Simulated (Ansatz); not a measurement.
# GdZn: the cost of one run

Program: Ansatz 0.2.0 through its Python package. The levels of theory stand in the script. These are calculated values, not measurements.

### Step 1. The structure

Symmetry: Pm-3m, No. 221, cubic system. Conventional cell: a = 3.618 Å, b = 3.618 Å, c = 3.618 Å, α = 90.00°, β = 90.00°, γ = 90.00°. Gd (site symmetry m-3m) has 8 Zn at 3.13 Å in its first shell of neighbours. Around Zn (site symmetry m-3m) lie 8 Gd at 3.13 Å.

No structure file is read: the coordinates are typed or built in the script.

### Step 2. The code

lattice_gdzn.py

```python
# -*- coding: utf-8 -*-
import ansatz as az
import numpy as np

def edges_and_angles(cell):
    cell = np.asarray(cell)
    a, b, c = np.linalg.norm(cell, axis=1)
    cosines = cell[1] @ cell[2] / (b * c), cell[0] @ cell[2] / (a * c), cell[0] @ cell[1] / (a * b)
    return (a, b, c, *np.degrees(np.arccos(cosines)))


def main():
    cell = (
        az.Lattice.cubic(3.618)
        .space_group(221)
        .atom('Gd', (0.0, 0.0, 0.0))
        .atom('Zn', (0.5, 0.5, 0.5))
        .moments(Gd=4.9)
    )

    calc = cell.calculation()
    calc = calc.spin(az.SpinTreatment.COLLINEAR).occupations('fermi_dirac', width=0.15)
    calc = calc.kpoints(10, center='gamma').relax(cell=True, force_tolerance=0.005)

    levels = [('blyp', 'd3bj'), ('pbesol', 'none'), ('lda', 'none')]
    print('level            a       b       c    alpha   beta  gamma  V/atom  steps')
    for name, dispersion in levels:
        seen = []
        run = calc.functional(name, dispersion=dispersion).session().plan()
        outcome = run.execute(on_event=lambda e: seen.append(e) if e['event'] == 'relax_step' else None)
        cell = outcome.lattice.cell_ang
        label = name if dispersion == 'none' else f'{name}+{dispersion}'
        print('{:13s} {:7.4f} {:7.4f} {:7.4f} {:6.2f} {:6.2f} {:6.2f}'.format(label, *edges_and_angles(cell)), f'{abs(np.linalg.det(cell)) / len(outcome.lattice.sites):7.3f} {len(seen):5d}')


if __name__ == '__main__':
    main()
```

### Step 3. The input behind the calls

The package turns the script's settings into the engine's input (first run):

```yaml
crystal:
  lattice:
    bravais: cubic
    a: 3.618
  space_group: 221
  atoms:
    - { symbol: Gd, position: [0.0, 0.0, 0.0] }
    - { symbol: Zn, position: [0.5, 0.5, 0.5] }
kpoints:
  mp_grid:
    grid: [10, 10, 10]
    shift: [0.0, 0.0, 0.0]
hamiltonian:
  xc: blyp
  dispersion: d3bj
magnetization:
  spin_polarized: true
  per_species:
    Gd: 4.9
scf:
  occupations:
    method: fermi_dirac
    width: 0.15
relax:
  f_tol: 0.005
  cell: {}
```

### Step 4. Running it

The run is started by

```
$ python lattice_gdzn.py
```

Q: Estimate wall time and peak memory on 1 thread of Arm Neoverse V1, shared host.

About 2.2 min, with a peak of 0.51 GiB.
